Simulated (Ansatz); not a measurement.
# B2H6OSi, SMILES BOB[SiH3]: a single point in a Gaussian basis

Run with Ansatz's Python interface.

Script `energy_b2h6osi.py`:
```python
from pathlib import Path
import warnings

import ansatz

warnings.simplefilter('ignore', ansatz.DeckWarning)

mol = (
    ansatz.Crystal.molecule()
    .atom('B', (-0.63, 1.4865, -1.1145))
    .atom('O', (0.6628, 1.1277, -0.7123))
    .atom('B', (0.5721, -0.3176, -0.5321))
    .atom('Si', (0.364, -1.0522, 1.247))
    .atom('H', (-0.9516, 1.5783, -2.2925))
    .atom('H', (-1.4739, 1.88, -0.3185))
    .atom('H', (0.8647, -1.0442, -1.4169))
    .atom('H', (0.3732, -2.5137, 1.173))
    .atom('H', (-1.028, -0.6155, 1.7719))
    .atom('H', (1.3299, -0.5805, 2.1978))
)

base = (
    mol.calculation()
    .basis(gaussian='cc-pVDZ')
    .functional(ansatz.LibraryFunctional('PBE-QIDH'))
    .orbitals()
)
res = base.run(threads=1, backend='cpu', runs_dir='b2h6osi_runs')
summary = res.report

for key in ('converged', 'free_energy_ev', 'reference_energy_ev', 'n_frozen', 'n_occupied', 'n_virtual'):
    print(f'{key:22s} {summary[key]}')

state = summary['mean_field']['state']
print(f'mean field: {state["energy"]["hartree"]:.7f} Ha, <S^2> = {abs(state["spin_squared"]):.4f}, stability: {state.get("stability", {}).get("kind")}')

lines = Path(summary['orbitals_path']).read_text().splitlines()
field_of = lambda key: [line.split('=')[1].strip() for line in lines if line.startswith(key)]
orbitals = [(27.211386 * float(e), s, float(n)) for e, s, n in zip(field_of('Ene='), field_of('Spin='), field_of('Occup='))]
homo = max(e for e, _, n in orbitals if n > 0.5)
lumo = min(e for e, _, n in orbitals if n < 0.5)
print(f'HOMO {homo:.3f} eV, LUMO {lumo:.3f} eV, gap {lumo - homo:.3f} eV')
```

```console
$ python energy_b2h6osi.py
converged              True
free_energy_ev         -11363.148232596504
reference_energy_ev    -11358.430691099304
n_frozen               8
n_occupied             [11, 11]
n_virtual              [71, 71]
mean field: -417.4146289 Ha, <S^2> = 0.0000, stability: minimum
HOMO -9.652 eV, LUMO -0.737 eV, gap 8.915 eV
```

Total energies depend on the basis set; only differences at equal settings carry meaning. The geometry is a force-field or estimated start, not a minimum of this method, and the basis set is short of its limit. Levels such as HOMO and LUMO are orbital energies: with these approximate functionals they aren't the ionisation energy and electron affinity, and their gap isn't the fundamental gap. The whole script took 4.3 s on 1 thread of Arm Neoverse V2, on a shared host, peak memory 0.2 GiB.

(Lines on the test bed's own set-up are left out of the output.)
